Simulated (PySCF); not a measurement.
**Eu(NH2)3: how tightly the ligands are held**

Aim: take one ligand of each kind off Eu(NH2)3, with both parts rigid, and scan its distance from the metal. The structure is generated, not taken from experiment.

Program: PySCF 2.14.0. Level of theory: B3LYP, Eu lcecp-1-SVP with ECP52, N def2-SVP, H def2-SVP; scalar-relativistic core potentials, no spin–orbit coupling. These are calculated values, not measurements.

4 further runs of the same task are left out: 2 for a known fault of the program, 2 that didn't finish.

### 1 The system as given

10 atoms, charge 0, spin multiplicity 1.

Bond lengths: Eu1–N2 2.224 Å, Eu1–N5 2.225 Å, Eu1–N8 2.226 Å, N2–H3 1.024 Å, N2–H4 1.024 Å, N5–H6 1.023 Å, N5–H7 1.023 Å, N8–H9 1.023 Å, N8–H10 1.024 Å. Angles: N2–Eu1–N5 119.5°, N2–Eu1–N8 119.9°, N5–Eu1–N8 120.4°, Eu1–N2–H3 127.6°, Eu1–N2–H4 127.4°, H3–N2–H4 104.9°, Eu1–N5–H6 126.5°, Eu1–N5–H7 128.5°, H6–N5–H7 105.0°, Eu1–N8–H9 127.9°, Eu1–N8–H10 127.2°, H9–N8–H10 104.9°.

Coordinates:

```xyz
10
EuH6N3
Eu   -0.00789   -0.00942    0.06305
N     2.21571    0.00190    0.00326
H     2.83889    0.81110    0.07188
H     2.83905   -0.80224   -0.10882
N    -1.11048    1.91531    0.23093
H    -0.69709    2.84899    0.29854
H    -2.12171    2.07231    0.23455
N    -1.11442   -1.92133   -0.20878
H    -2.12752   -2.06216   -0.24452
H    -0.71455   -2.85446   -0.34009
```

Formal oxidation states: Eu +3. Each metal's 6 4f electrons lie in its core potential, so multiplicities, spins and levels count the valence alone. An earlier session relaxed this geometry at B3LYP, Eu lcecp-1-SVP with ECP52, N def2-SVP, H def2-SVP (singlet, point group Cs).

### 2 NH2 taken off

The ligand (atoms 2, 3, 4) keeps its formal charge and a closed shell where it can; ligand and rest are solved at the complex's geometry, in vacuum, with the settings of the relaxation.

| part | charge | state | energy (Eh) |
| --- | --- | --- | --- |
| complex | 0 | singlet | -203.159261 |
| ligand | -1 | singlet | -55.797917 |
| rest | 1 | singlet | -146.976755 |

Run time: 1 s. Hardware: 2 threads of Arm Neoverse V2, shared host.

### 3 Rigid scan of NH2

Atoms 2, 3, 4 move together along the line from atom 1; the distance is to the donor, the donors' midpoint or the ring centre. Each point starts from the density of the one before.

| distance (Å) | energy from the relaxed point (eV) |
| --- | --- |
| 1.92 | 0.944 |
| 2.02 | 0.366 |
| 2.12 | 0.080 |
| 2.22 | 0.000 |
| 2.32 | 0.062 |
| 2.42 | 0.221 |
| 2.62 | 0.705 |
| 2.92 | 1.578 |
| 3.32 | 2.690 |
| 3.82 | 3.787 |

Wall time 15 s (2 threads of Arm Neoverse V2, shared host).

### 4 Outcome

| quantity | value |
| --- | --- |
| taking off NH2 | 10.47 eV |
| stiffness of the NH2 contact | 14.2 eV/Å² |

In words: Taking off NH2 as a fragment of charge -1 costs 10.47 eV, much of it the attraction of the two charges. Near 2.22 Å the NH2 contact has a stiffness of about 14.2 eV/Å², and the energy stands 3.79 eV higher at 3.82 Å. The free anion is solved without diffuse functions, no counterpoise correction is made, and the parts aren't relaxed; each of these makes the binding look larger. These are double-zeta-type bases without diffuse functions. Spin–orbit coupling is left out.
